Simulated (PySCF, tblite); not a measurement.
# C₄H₇B₂ClN₂: geometry, infrared bands and NMR shifts

Aim: predict the infrared bands and NMR shifts of C₄H₇B₂ClN₂ (`NBB(Cl)n1cccc1`).

Programs: tblite 0.8.0 and PySCF 2.14.0, with density-fitted response routines of our own. Each step states its level of theory. These are calculated values for one molecule in the gas phase, unless marked as measured. Atoms count from 0, in the outputs and in this text.

### Step 1. The molecule as given

16 atoms, charge 0, multiplicity 1; geometry from: force field or distance geometry start.

Bonds of the start (Å): N0–B1 1.55, B1–B2 1.66, B2–Cl3 1.84, B2–N4 1.53, N4–C5 1.37, C5–C6 1.39, C6–C7 1.39, C7–C8 1.37, C8–N4 1.36, N0–H9 1.05, N0–H10 1.05, B1–H11 1.21, C5–H12 1.09, C6–H13 1.08, C7–H14 1.09, C8–H15 1.09.

### Step 2. Geometry optimisation with GFN2-xTB

The job: settings as JSON, then the geometry in Å.

```
{"job": {"kind": "relax", "xc": "GFN2-xTB", "basis": "xTB"}, "charge": 0, "multiplicity": 1}
N      3.393000     0.518500    -0.329000
B      2.114000    -0.342700    -0.443500
B      0.960200    -0.145100     0.733500
Cl     1.474700     0.390200     2.416400
N     -0.537200    -0.117300     0.407200
C     -1.160200    -0.702000    -0.661500
C     -2.521100    -0.434800    -0.596300
C     -2.681600     0.330100     0.548900
C     -1.465400     0.523600     1.160000
H      3.861800     0.199400     0.554000
H      3.128300     1.531100    -0.269400
H      2.327400    -1.496200    -0.719200
H     -0.652500    -1.287700    -1.429800
H     -3.298400    -0.751600    -1.272900
H     -3.649000     0.703400     0.878400
H     -1.301600     1.090000     2.081700
```

Started as:

```console
> OMP_NUM_THREADS=1 python probes_run.py task.json out
```

This one command runs all jobs of the session in turn.

**Question.** This job is followed by: GFN2-xTB harmonic vibrations, gas phase; GIAO PBE0/pcSseg-1 NMR shielding, non-relativistic, gas phase. Predict these results of the whole session: strongest single infrared mode (GFN2-xTB); zero-point energy (GFN2-xTB); ¹³C shifts against TMS (PBE0/pcSseg-1, means over atoms taken as alike); ¹H shifts against TMS (PBE0/pcSseg-1, means over atoms taken as alike); ¹⁵N shifts against NH3 (PBE0/pcSseg-1); ¹¹B shifts against BF3·OEt2 (PBE0/pcSseg-1); ³⁵Cl shifts against HCl (PBE0/pcSseg-1).

**Answer**, as computed:

```
                                                               quantity                       value
                              strongest single infrared mode (GFN2-xTB)       1291 cm⁻¹, 311 km/mol
                                           zero-point energy (GFN2-xTB)               72.3 kcal/mol
¹³C shifts against TMS (PBE0/pcSseg-1, means over atoms taken as alike)            129.4, 121.1 ppm
 ¹H shifts against TMS (PBE0/pcSseg-1, means over atoms taken as alike)  7.19, 6.66, 5.65, 4.79 ppm
                                 ¹⁵N shifts against NH3 (PBE0/pcSseg-1)            230.8, 128.5 ppm
                            ¹¹B shifts against BF3·OEt2 (PBE0/pcSseg-1)              49.3, 41.4 ppm
                                ³⁵Cl shifts against HCl (PBE0/pcSseg-1)                     179 ppm
```

Over 128 steps the energy fell by 1.989 eV; of the close pairs, N0–B1 changed most, 1.546 to 1.382 Å. No mode is imaginary among the 42: a minimum at this level. The strongest single mode, at 1291 cm⁻¹, is spread over several atoms, N4, C7, C6, B2 among them. Unscaled tight-binding wavenumbers are off by several per cent, some by more. Its intensities can rank the bands wrongly. At PBE0/pcSseg-1: The widest tensor belongs to Cl3: span 547 ppm, with a paramagnetic part of -379 ppm. NICS(1)zz of -24 ppm above the planar ring from N4 marks a diatropic (aromatic) ring current.
